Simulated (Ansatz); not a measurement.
# CH3BClFO: a ladder of functionals and wavefunction methods

An exercise on one series of results from a longer session: the logs are not shown, and one member is left open.

Method: functionals in def2-TZVPP, the program's frozen cores in correlated methods; program: Ansatz 0.2.0, Gaussian basis.

Plan: LDA (SPW92), PBE-D4, revPBE-D4, BLYP-D4, r2SCAN-D4, B97M-V, PBE0-D4, B3LYP-D4, r2SCANh-D4, r2SCAN0-D4, HSE06-D4, BHLYP-D4, CAM-B3LYP-D4, LC-ωPBE, ωB97X-V, ωB97M-V, B2PLYP, PBE-QIDH; CCSD(T)/def2-SVP; CCSD(T)/def2-TZVPP; MP2/def2-QZVPP; extrapolation to the limit; RPA on PBE.

## The relaxed structure

The geometry comes from an earlier relaxation with PBE0-D4 in a triple-zeta def2 set; it is a stationary point, not always the lowest conformer.

SMILES `COB(F)Cl`, 8 atoms, charge 0, spin multiplicity 1.

Atoms are counted from 1 here; the program's logs count them from 0.

Bond lengths: C1–O2 1.414 Å, C1–H6 1.091 Å, C1–H7 1.090 Å, C1–H8 1.091 Å, O2–B3 1.333 Å, B3–F4 1.320 Å, B3–Cl5 1.765 Å. Angles: O2–C1–H6 108.6°, O2–C1–H7 108.2°, O2–C1–H8 111.7°, H6–C1–H7 109.1°, H6–C1–H8 109.6°, H7–C1–H8 109.7°, C1–O2–B3 126.0°, O2–B3–F4 118.3°, O2–B3–Cl5 124.1°, F4–B3–Cl5 117.7°.

The first run:

Input file in.yaml:

```yaml
crystal:
  periodic: [false, false, false]
  atoms:
    - {symbol: C, position_ang: [0.662021, -0.415361, 0.804633]}
    - {symbol: O, position_ang: [-0.122327, -0.654523, -0.347535]}
    - {symbol: B, position_ang: [-0.782374, 0.264925, -1.051351]}
    - {symbol: F, position_ang: [-1.466611, -0.129892, -2.108775]}
    - {symbol: Cl, position_ang: [-0.801756, 1.985589, -0.658524]}
    - {symbol: H, position_ang: [1.700588, -0.658793, 0.575980]}
    - {symbol: H, position_ang: [0.308852, -1.072786, 1.599658]}
    - {symbol: H, position_ang: [0.593707, 0.623740, 1.130015]}
basis:
  gaussian: {orbitals: def2-TZVPP}
hamiltonian: {xc: lda}
output: {orbitals: {seedname: orbitals}}
```

Steps of the session up to this table: LDA; PBE-D4 (GGA); revPBE-D4 (GGA); BLYP-D4 (GGA); r2SCAN-D4 (meta-GGA); B97M-V (meta-GGA); PBE0-D4 (hybrid); B3LYP-D4 (hybrid); r2SCANh-D4 (hybrid); r2SCAN0-D4 (hybrid); HSE06-D4 (hybrid); BHLYP-D4 (hybrid); CAM-B3LYP-D4 (range-separated); LC-ωPBE-D4 (range-separated; the results give it without D4); ωB97X-V (range-separated); ωB97M-V (range-separated); B2PLYP (double hybrid); PBE-QIDH (double hybrid).

One table of the session follows, with a row left open; its other results are not shown here.

It belongs to the step «Orbital energies across the functionals». 

| functional | HOMO (eV) | LUMO (eV) | gap (eV) |
| --- | --- | --- | --- |
| LDA (SPW92) | -7.94 | -0.79 | 7.15 |
| PBE-D4 | -7.78 | -0.48 | 7.30 |
| revPBE-D4 | -7.72 | -0.35 | 7.37 |
| BLYP-D4 | -7.66 | -0.34 | 7.32 |
| r2SCAN-D4 | -8.13 | -0.05 | 8.08 |
| B97M-V | -8.22 | 0.03 | 8.25 |
| PBE0-D4 | -9.30 | 0.57 | 9.87 |
| B3LYP-D4 | -9.04 | 0.31 | 9.35 |
| r2SCANh-D4 | ? | ? | ? |
| r2SCAN0-D4 | -9.55 | 0.83 | 10.38 |
| HSE06-D4 | -8.90 | 0.18 | 9.08 |
| BHLYP-D4 | -10.72 | 1.45 | 12.16 |
| CAM-B3LYP-D4 | -10.73 | 1.60 | 12.33 |
| LC-ωPBE | -12.13 | 2.90 | 15.03 |
| ωB97X-V | -11.76 | 2.69 | 14.44 |
| ωB97M-V | -11.63 | 2.20 | 13.83 |

Estimate the missing values for r2SCANh-D4.

Worked estimate for «HOMO (eV)». Against the share of exact exchange, r2SCAN-D4 (0, -8.13), r2SCAN0-D4 (0.25, -9.55) give a slope of -5.68 per unit share; at 0.1 the line stands at -8.70.

The run gave: HOMO (eV): -8.70; LUMO (eV): 0.30; gap (eV): 9.00. In «HOMO (eV)» the line misses by 0.00.
